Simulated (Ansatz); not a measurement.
# GaAsH3 (doublet): from Hartree-Fock to the top rungs, cc-pVTZ

Aim: climb from Hartree-Fock through coupled cluster for GaAsH3 (doublet) at one geometry and basis, and see what each rung misses.

Computed with Ansatz 0.2.0, Gaussian basis. Level: cc-pVTZ, core rule «outside noble gas», up to 28 orbitals frozen.

Plan: UHF; CCSD(T) on ROHF; CCSD(T) on UHF; BCCD(T) on ROHF; CCSDT(Q) on ROHF; CCSDT(Q) on UHF.

9 further runs of the same task are left out: 4 for a known fault of the program, 5 set aside as unsound or not needed.

## (1) The geometry

The geometry is a PBE0/def2-TZVP stationary point (not a proven minimum). No spin-orbit coupling is included. The filled d shell of Ga, As may be among the frozen orbitals whatever the setting's name suggests; the logs give the count.

5 atoms, charge 0, spin multiplicity 2.

Atoms are counted from 1 here; the program's logs count them from 0.

Bond lengths: Ga1–As2 2.429 Å, Ga1–H3 1.570 Å, Ga1–H4 1.571 Å, As2–H5 1.528 Å. Angles: As2–Ga1–H3 121.6°, As2–Ga1–H4 117.4°, H3–Ga1–H4 121.0°, Ga1–As2–H5 92.3°.

In the tables R marks a restricted open-shell determinant and U an unrestricted one; energies count from the table's Hartree-Fock row.

## (2) UHF

The input, in.yaml:

```yaml
crystal:
  periodic: [false, false, false]
  atoms:
    - {symbol: Ga, position_ang: [0.000000, 0.014415, 1.238887]}
    - {symbol: As, position_ang: [0.000000, -0.033499, -1.189827]}
    - {symbol: H, position_ang: [0.000000, 1.367489, 2.035604]}
    - {symbol: H, position_ang: [0.000000, -1.366169, 1.989099]}
    - {symbol: H, position_ang: [0.000000, 1.491546, -1.281680]}
basis:
  gaussian: {orbitals: cc-pVTZ}
magnetization: {spin_polarized: true, initial_magnetization: 1}
hamiltonian: {xc: hf}
output: {orbitals: {seedname: orbitals}}
```

Run with:

```sh
$ ansatz run in.yaml --threads 1 --pin off --events-out ev --progress --plain --max-ram 4096MiB --backend cpu
```

Log:

```text
Functional definition: HF
  name "HF"
  cite "Fock, Z. Phys. 61, 126 (1930) doi:10.1007/BF01340294"
  parent pbe
  exchange = exact_x
  correlation = 0
799 factors; integrals over basis functions are off by at most 1.3e-3 eV
mean field evaluation 1: about -113178.5139 eV, gradient 8.2e0 eV
mean field evaluation 2: about -113178.5153 eV, gradient 8.2e0 eV
mean field evaluation 4: about -113179.2727 eV, gradient 1.5e0 eV
mean field evaluation 8: about -113179.2892 eV, gradient 4.3e-4 eV
mean field evaluation 16: about -113178.9758 eV, gradient 1.3e0 eV
mean field evaluation 32: about -113179.2847 eV, gradient 3.0e-1 eV
mean field -113179.28916484 eV, -4159.2621611305 hartree, gradient 2.0e-5 eV, S^2 0.762578; 0 other end points of the search recorded, 0 dependent functions left out
reference -113179.28916484 eV, -4159.2621611305 hartree; 34, 33 occupied and 94, 95 virtual orbitals, 799 factors
Total energy: -113179.28916484 eV, -4159.2621611305 hartree
```

It took 7.5 s on 1 thread of AMD EPYC 7R13, shared host; peak memory 0.33 GiB.

From the report: ⟨S²⟩ of the determinant 0.763 (pure doublet: 0.75).

## (3) CCSD(T) on ROHF

Changes to in.yaml since step 2:

```diff
@@ -10,4 +10,4 @@
   gaussian: {orbitals: cc-pVTZ}
-magnetization: {spin_polarized: true, initial_magnetization: 1}
-hamiltonian: {xc: hf}
-output: {orbitals: {seedname: orbitals}}
+magnetization: {spin_polarized: false, initial_magnetization: 1}
+correlation: {method: ccsd_t, electrons: outside_noble_gas}
+output: {forces: true}
```

Run with:

```sh
$ ansatz run in.yaml --threads 2 --pin off --events-out ev --progress --plain --max-ram 24576MiB --backend cuda --devices 0, --max-vram 18GiB
```

Log, shortened:

```text
Functional definition: HF
  name "HF"
  cite "Fock, Z. Phys. 61, 126 (1930) doi:10.1007/BF01340294"
  parent pbe
[...]
799 factors; integrals over basis functions are off by at most 1.3e-3 eV
[...]
mean field -113179.17842614 eV, -4159.2580915580 hartree, gradient 2.7e-6 eV, S^2 0.750000; 3 other end points of the search recorded, 0 dependent functions left out
determinant -113179.17842614 eV, -4159.2580915580 hartree, with singles and doubles -113185.69423432 eV, -4159.4975430922 hartree
determinant -113177.65594077 eV, -4159.2021412529 hartree, with singles and doubles -113184.34256566 eV, -4159.4478701850 hartree
28 core orbitals not correlated: weight in the atoms' cores, before any rotation towards them, 0.998 or more for the frozen orbitals, at most 0.001 for the correlated occupied ones
reference -113179.17842614 eV, -4159.2580915580 hartree; 6, 5 occupied and 94, 95 virtual orbitals, 799 factors
second order -5.35469927 eV of doubles, -0.06338006 eV of singles
cycle   1  -6.37070818 eV  change   -4.0e-1 eV  update   2.1e-2
[...]
cycle  11  -6.38255903 eV  change   -2.2e-7 eV  update   4.9e-7
perturbative correction -0.21431260 eV, -0.0078758428 hartree
[...]
Total energy: -113185.77529777 eV, -4159.5005221190 hartree
Atom 0 at     0.000000     0.014415     1.238887 Å, force    -0.000000    -0.001506     0.113117 eV/Å
Atom 1 at     0.000000    -0.033499    -1.189827 Å, force    -0.000000    -0.057852    -0.355627 eV/Å
Atom 2 at     0.000000     1.367489     2.035604 Å, force     0.000000     0.213880     0.129446 eV/Å
Atom 3 at     0.000000    -1.366169     1.989099 Å, force    -0.000000    -0.214668     0.126304 eV/Å
Atom 4 at     0.000000     1.491546    -1.281680 Å, force     0.000000     0.060147    -0.013241 eV/Å
Dipole moment:    -0.000000     0.059439     0.068320 e Å
```

Run time: 12 s. Hardware: 1 × H100 (card shared with other runs) with 2 threads of AMD EPYC 7R13, shared host; peak host memory 1.1 GiB.

From the report: correlation -6.5969 eV; T1 0.016; largest double amplitude 0.03.

## (4) CCSD(T) on UHF

Changes to in.yaml since step 3:

```diff
@@ -10,3 +10,3 @@
   gaussian: {orbitals: cc-pVTZ}
-magnetization: {spin_polarized: false, initial_magnetization: 1}
+magnetization: {spin_polarized: true, initial_magnetization: 1}
 correlation: {method: ccsd_t, electrons: outside_noble_gas}
```

Launched as before.

Log, shortened:

```text
Functional definition: HF
  name "HF"
  cite "Fock, Z. Phys. 61, 126 (1930) doi:10.1007/BF01340294"
  parent pbe
[...]
799 factors; integrals over basis functions are off by at most 1.3e-3 eV
[...]
mean field -113179.28916484 eV, -4159.2621611305 hartree, gradient 5.7e-6 eV, S^2 0.762578; 3 other end points of the search recorded, 0 dependent functions left out
determinant -113179.28916484 eV, -4159.2621611305 hartree, with singles and doubles -113185.69507556 eV, -4159.4975740071 hartree
determinant -113177.81271472 eV, -4159.2079025892 hartree, with singles and doubles -113184.34914473 eV, -4159.4481119616 hartree
28 core orbitals not correlated: weight in the atoms' cores, before any rotation towards them, 0.998 or more for the frozen orbitals, at most 0.001 for the correlated occupied ones
reference -113179.28916484 eV, -4159.2621611305 hartree; 6, 5 occupied and 94, 95 virtual orbitals, 799 factors
second order -5.28777913 eV of doubles, -0.00000000 eV of singles
cycle   1  -6.26376210 eV  change   -4.1e-1 eV  update   2.2e-2
[...]
cycle  11  -6.27774866 eV  change   -3.3e-7 eV  update   5.4e-7
perturbative correction -0.21050945 eV, -0.0077360797 hartree
[...]
Total energy: -113185.77742296 eV, -4159.5006002183 hartree
Atom 0 at     0.000000     0.014415     1.238887 Å, force    -0.000000    -0.001563     0.112615 eV/Å
Atom 1 at     0.000000    -0.033499    -1.189827 Å, force    -0.000000    -0.057585    -0.355402 eV/Å
Atom 2 at     0.000000     1.367489     2.035604 Å, force     0.000000     0.213819     0.129608 eV/Å
Atom 3 at     0.000000    -1.366169     1.989099 Å, force    -0.000000    -0.214604     0.126476 eV/Å
Atom 4 at     0.000000     1.491546    -1.281680 Å, force     0.000000     0.059932    -0.013296 eV/Å
Dipole moment:    -0.000000     0.059451     0.068635 e Å
```

Run time: 16 s. Hardware: 1 × H100 (card shared with other runs) with 2 threads of AMD EPYC 7R13, shared host; peak host memory 1.1 GiB.

From the report: ⟨S²⟩ of the determinant 0.763 (pure doublet: 0.75); correlation -6.4883 eV; T1 0.014; largest double amplitude 0.03.

## (5) BCCD(T) on ROHF

Changes to in.yaml since step 4:

```diff
@@ -10,4 +10,3 @@
   gaussian: {orbitals: cc-pVTZ}
-magnetization: {spin_polarized: true, initial_magnetization: 1}
-correlation: {method: ccsd_t, electrons: outside_noble_gas}
-output: {forces: true}
+magnetization: {spin_polarized: false, initial_magnetization: 1}
+correlation: {method: bccd_t, electrons: outside_noble_gas}
```

The command is unchanged.

Log, shortened:

```text
Functional definition: HF
  name "HF"
  cite "Fock, Z. Phys. 61, 126 (1930) doi:10.1007/BF01340294"
  parent pbe
[...]
799 factors; integrals over basis functions are off by at most 1.3e-3 eV
[...]
mean field -113179.17842614 eV, -4159.2580915580 hartree, gradient 2.7e-6 eV, S^2 0.750000; 3 other end points of the search recorded, 0 dependent functions left out
determinant -113179.17842614 eV, -4159.2580915580 hartree, with singles and doubles -113185.69423432 eV, -4159.4975430922 hartree
determinant -113177.65594077 eV, -4159.2021412529 hartree, with singles and doubles -113184.34256566 eV, -4159.4478701850 hartree
28 core orbitals not correlated: weight in the atoms' cores, before any rotation towards them, 0.998 or more for the frozen orbitals, at most 0.001 for the correlated occupied ones
reference -113179.17842614 eV, -4159.2580915580 hartree; 6, 5 occupied and 94, 95 virtual orbitals, 799 factors
second order -5.35469927 eV of doubles, -0.06338006 eV of singles
cycle   1  -6.37142657 eV  change   -4.0e-1 eV  update   2.1e-2
[...]
cycle   9  -6.38003325 eV  change    4.4e-6 eV  update   5.6e-6
perturbative correction -0.21731220 eV, -0.0079860759 hartree
Total energy: -113185.77577159 eV, -4159.5005395314 hartree
```

Run time: 16 s. Hardware: 1 × H100 (card shared with other runs) with 2 threads of AMD EPYC 7R13, shared host; peak host memory 0.83 GiB.

From the report: correlation -6.5973 eV; largest double amplitude 0.03.

## (6) CCSDT(Q) on ROHF

Changes to in.yaml since step 5:

```diff
@@ -11,2 +11,2 @@
 magnetization: {spin_polarized: false, initial_magnetization: 1}
-correlation: {method: bccd_t, electrons: outside_noble_gas}
+correlation: {method: ccsdt_q, electrons: outside_noble_gas}
```

Same command.

Log, shortened:

```text
Functional definition: HF
  name "HF"
  cite "Fock, Z. Phys. 61, 126 (1930) doi:10.1007/BF01340294"
  parent pbe
[...]
1554 factors; integrals over basis functions are off by at most 2.0e-7 eV
[...]
mean field -113179.17846362 eV, -4159.2580929356 hartree, gradient 4.2e-6 eV, S^2 0.750000; 3 other end points of the search recorded, 0 dependent functions left out
determinant -113179.17846362 eV, -4159.2580929356 hartree, with singles and doubles -113185.69430073 eV, -4159.4975455328 hartree
determinant -113177.65597943 eV, -4159.2021426735 hartree, with singles and doubles -113184.34264441 eV, -4159.4478730793 hartree
28 core orbitals not correlated: weight in the atoms' cores, before any rotation towards them, 0.998 or more for the frozen orbitals, at most 0.001 for the correlated occupied ones
reference -113179.17846362 eV, -4159.2580929356 hartree; 6, 5 occupied and 94, 95 virtual orbitals, 1554 factors
second order -5.35473641 eV of doubles, -0.06338008 eV of singles
cycle   1  -6.11557687 eV  change   -7.0e-1 eV  update   7.8e-2
[...]
cycle  17  -6.62824341 eV  change    2.8e-7 eV  update   2.5e-7
perturbative correction -0.00901791 eV, -0.0003314021 hartree
Total energy: -113185.81572494 eV, -4159.5020077901 hartree
```

Wall time 69 s (1 × H100 (card shared with other runs) with 2 threads of AMD EPYC 7R13, shared host); peak host memory 1.2 GiB.

From the report: correlation -6.6373 eV; T1 0.016; largest double amplitude 0.04.

## (7) CCSDT(Q) on UHF

Changes to in.yaml since step 6:

```diff
@@ -10,3 +10,3 @@
   gaussian: {orbitals: cc-pVTZ}
-magnetization: {spin_polarized: false, initial_magnetization: 1}
+magnetization: {spin_polarized: true, initial_magnetization: 1}
 correlation: {method: ccsdt_q, electrons: outside_noble_gas}
```

Launched as before.

Log, shortened:

```text
Functional definition: HF
  name "HF"
  cite "Fock, Z. Phys. 61, 126 (1930) doi:10.1007/BF01340294"
  parent pbe
[...]
1554 factors; integrals over basis functions are off by at most 2.0e-7 eV
[...]
mean field -113179.28920242 eV, -4159.2621625115 hartree, gradient 6.3e-6 eV, S^2 0.762578; 3 other end points of the search recorded, 0 dependent functions left out
determinant -113179.28920242 eV, -4159.2621625115 hartree, with singles and doubles -113185.69514211 eV, -4159.4975764530 hartree
determinant -113177.81275355 eV, -4159.2079040162 hartree, with singles and doubles -113184.34922332 eV, -4159.4481148495 hartree
28 core orbitals not correlated: weight in the atoms' cores, before any rotation towards them, 0.998 or more for the frozen orbitals, at most 0.001 for the correlated occupied ones
reference -113179.28920242 eV, -4159.2621625115 hartree; 6, 5 occupied and 94, 95 virtual orbitals, 1554 factors
second order -5.28781575 eV of doubles, -0.00000000 eV of singles
cycle   1  -5.99542097 eV  change   -7.1e-1 eV  update   7.9e-2
[...]
cycle  17  -6.52054358 eV  change    3.3e-7 eV  update   3.0e-7
perturbative correction -0.00909704 eV, -0.0003343099 hartree
Total energy: -113185.81884304 eV, -4159.5021223781 hartree
```

Wall time 55 s (1 × H100 (card shared with other runs) with 2 threads of AMD EPYC 7R13, shared host); peak host memory 1.1 GiB.

From the report: ⟨S²⟩ of the determinant 0.763 (pure doublet: 0.75); correlation -6.5296 eV; T1 0.015; largest double amplitude 0.04.

## (8) The ladder

The yardstick is UCCSDT(Q), where the cluster series has nearly closed. Rows without a time come out of other runs: HF, MP2 and CCSD of CCSD(T), CCSDT of CCSDT(Q). The times of RCCSD(T), UCCSD(T) include forces.

Differences are taken before rounding.

| method | energy from the lowest ROHF (meV) | from UCCSDT(Q) (meV) | time |
| --- | --- | --- | --- |
| ROHF | 0.0 | +6640.4 |  |
| UHF | -110.7 | +6529.7 |  |
| RMP2 | -5418.1 | +1222.3 |  |
| UMP2 | -5398.5 | +1241.9 |  |
| RCCSD | -6382.6 | +257.9 |  |
| UCCSD | -6388.5 | +251.9 |  |
| RCCSD(T) | -6596.9 | +43.5 | 12 s |
| UCCSD(T) | -6599.0 | +41.4 | 16 s |
| BCCD(T) | -6597.3 | +43.1 | 16 s |
| RCCSDT | -6628.3 | +12.1 |  |
| UCCSDT | -6631.3 | +9.1 |  |
| RCCSDT(Q) | -6637.3 | +3.1 | 69 s |
| UCCSDT(Q) | -6640.4 | 0 | 55 s |

Among the levels timed on like hardware and quicker than the yardstick, those that no quicker one beats, quickest first: RCCSD(T) (12 s, +43.5 meV); BCCD(T) (16 s, +43.1 meV); UCCSD(T) (16 s, +41.4 meV).

With the free atoms at the same levels and basis (separate runs), the atomisation energy is 9.978 eV at UCCSDT(Q), 9.983 eV at RCCSD(T), 9.963 eV at UCCSD(T), 7.182 eV at ROHF.

## (9) Summary of results

| quantity | value |
| --- | --- |
| UCCSDT(Q) from the ROHF energy | -6.6404 eV |
| RMP2 from UCCSDT(Q) | +1222.3 meV |
| UMP2 from UCCSDT(Q) | +1241.9 meV |
| RCCSD from UCCSDT(Q) | +257.9 meV |
| RCCSD(T) from UCCSDT(Q) | +43.5 meV |
| UCCSD(T) from UCCSDT(Q) | +41.4 meV |
| RCCSDT(Q) from UCCSDT(Q) | +3.1 meV |
| levels within 1 kcal/mol (43 meV) | UCCSD(T), BCCD(T), RCCSDT, UCCSDT, RCCSDT(Q) |
| T1 diagnostic | 0.016 |

**Reading.** RCCSD(T) lands +43.5 meV from the yardstick (0.7 % of the correlation energy). These misses are within one basis, not against nature; the frozen cores of restricted and unrestricted runs differ, which can shift their rows.

UCCSD(T) reaches 41.4 meV from the reference in 16 s, where UCCSDT(Q) took 55 s; the quickest level in the cost chart, RCCSD(T), takes 12 s and misses by 43.5 meV.
